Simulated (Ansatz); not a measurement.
**GaH₄+ (singlet): wave-function methods side by side, cc-pVTZ**

One table from this session's results is given with a row withheld; the runs are named, their logs left out.

Program: Ansatz 0.2.0, Gaussian basis. Level of theory: cc-pVTZ, core rule «outside noble gas», up to 14 orbitals frozen. These are calculated values, not measurements.

To be run: UHF; CCSD(T) on RHF; BCCD(T) on RHF; CCSDT(Q) on RHF.

14 further runs of the same task are left out: 3 for a known fault of the program, 5 that didn't finish, 6 set aside as unsound or not needed.

**The system**

The geometry is a PBE0/def2-TZVP stationary point (not a proven minimum). No spin-orbit coupling is included. The filled d shell of Ga may be among the frozen orbitals whatever the setting's name suggests; the logs give the count.

5 atoms, charge 1, spin multiplicity 1.

Atoms are counted from 1 here; the program's logs count them from 0.

Bond lengths: Ga1–H2 1.527 Å, Ga1–H4 1.527 Å, H3–H5 0.765 Å. Angles: H2–Ga1–H4 169.3°.

Coordinates:

```csv
atom,x (Å),y (Å),z (Å)
Ga1,0.0000,0.0000,-0.0552
H2,0.0000,1.5207,-0.1979
H3,0.0000,0.3825,2.1069
H4,0.0000,-1.5207,-0.1979
H5,0.0000,-0.3825,2.1069
```

Set-up of the first run:

in.yaml reads:

```yaml
crystal:
  periodic: [false, false, false]
  atoms:
    - {symbol: Ga, position_ang: [0.000000, 0.000000, -0.055194]}
    - {symbol: H, position_ang: [0.000000, 1.520673, -0.197915]}
    - {symbol: H, position_ang: [0.000000, 0.382522, 2.106890]}
    - {symbol: H, position_ang: [0.000000, -1.520673, -0.197915]}
    - {symbol: H, position_ang: [0.000000, -0.382522, 2.106890]}
basis:
  gaussian: {orbitals: cc-pVTZ}
total_charge: 1
magnetization: {spin_polarized: true, initial_magnetization: 0}
hamiltonian: {xc: hf}
output: {orbitals: {seedname: orbitals}}
```

Command:

```
$ ansatz run in.yaml --threads 1 --pin off --events-out ev --progress --plain --max-ram 2393MiB
```

Steps of the session up to this table: UHF; CCSD(T) on RHF; BCCD(T) on RHF; CCSDT(Q) on RHF.

One table of the session follows, with a row left open; its other results are not shown here.

| method | from RCCSDT(Q) (meV) |
| --- | --- |
| RHF | ? |
| RMP2 | +672.2 |
| RCCSD | +41.3 |
| RCCSD(T) | +9.1 |
| BCCD(T) | +8.9 |
| RCCSDT | +0.8 |
| RCCSDT(Q) | 0 |

Estimate the missing values for RHF.

As computed: from RCCSDT(Q) (meV): +3213.3. In the column «from RCCSDT(Q) (meV)» it is the highest.
